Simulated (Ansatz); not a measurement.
This script drives the Python package of Ansatz (0.2.0).

Script `mg3zn_cohesive.py`:
```python
"""Binding of Mg3Zn against spin-polarised atoms in a box."""

from collections import Counter
import warnings

import ansatz as az

PHASES = {
    "Mg3Zn": (
        [[4.275517, 0.0, 0.0], [0.0, 4.275517, 0.0], [0.0, 0.0, 4.275517]],
        [
            ("Mg", [0.5, 0.5, 0.0]),
            ("Mg", [0.5, 0.0, 0.5]),
            ("Mg", [0.0, 0.5, 0.5]),
            ("Zn", [0.0, 0.0, 0.0]),
        ],
    ),
}


def build(vectors, sites):
    crystal = az.Crystal(lattice=az.Lattice.of(vectors))
    for symbol, position in sites:
        crystal = crystal.atom(symbol, position)
    return crystal


def counts(outcome):
    return Counter(site.symbol for site in outcome.lattice.sites)

UNPAIRED = {"Mg": 0, "Zn": 0}  # unpaired electrons of the free atoms


def solve(name, crystal):
    calc = (
        crystal.calculation()
        .functional("pbesol")
        .scf(tolerance=1e-10)
        .basis(520)
        .kpoints(spacing=0.14)
        .occupations("fermi_dirac", width=0.02)
    )
    if name.endswith(" atom"):
        calc = calc.kpoints(1, 1, 1).occupations("fermi_dirac", width=0.01)
        if UNPAIRED[name.split()[0]]:
            calc = calc.spin("collinear")
        return calc.run()
    calc = calc.relax(force_tolerance=0.03, max_steps=40, cell=True)
    return calc.run()


def main() -> None:
    warnings.simplefilter("ignore", az.DeckWarning)

    phases = {name: build(*cell) for name, cell in PHASES.items()}
    # a box with unlike edges lets an open shell break the spherical symmetry
    for element, moment in UNPAIRED.items():
        phases[f"{element} atom"] = az.Lattice.orthorhombic(9.0, 9.5, 10.0).atom(element, (0.5, 0.5, 0.5), moment=moment or None)

    done = {}
    for name, crystal in phases.items():
        done[name] = solve(name, crystal)
        print(f"{name}: {done[name].report['energy_sigma0_ev']:.4f} eV, {len(done[name].lattice.sites)} atoms")

    for element in UNPAIRED:
        atom = done[f"{element} atom"].report
        print(f"{element} atom: {atom['energy_sigma0_ev']:.4f} eV, moment {atom['magnetization_mub']:.2f} muB")
    solid = done["Mg3Zn"]
    n = counts(solid)
    binding = (sum(k * done[f"{e} atom"].report["energy_sigma0_ev"] for e, k in n.items()) - solid.report["energy_sigma0_ev"]) / sum(n.values())
    print(f"cohesive energy {binding:.3f} eV/atom = {96.4853 * binding:.0f} kJ/mol of atoms (no zero-point energy)")


if __name__ == "__main__":
    main()
```

It is started by `python mg3zn_cohesive.py`. Estimate its wall time and peak memory on 1 thread of Arm Neoverse V1, with other jobs on the host.

It took about 27 s, with a peak of 0.68 GiB, for 3 runs of the engine.

```console
$ python mg3zn_cohesive.py
Mg3Zn: -9017.0651 eV, 4 atoms
Mg atom: -1910.3534 eV, 1 atoms
Zn atom: -3279.3273 eV, 1 atoms
Mg atom: -1910.3534 eV, moment 0.00 muB
Zn atom: -3279.3273 eV, moment 0.00 muB
cohesive energy 1.669 eV/atom = 161 kJ/mol of atoms (no zero-point energy)
```

Reading the output:
- Absolute energies stand on the zero of these potentials, so only differences at equal settings mean something.
- The magnetic order follows from the starting moments and needn't be the lowest.
- For the metals among these phases the mesh is modest: differences between phases can be off by up to 40 meV an atom.
- The cells come from databases of deposited and of computed structures, and not all need be stable phases.
- Free atoms in a box carry small image and symmetry errors, and spin-orbit coupling is left out.
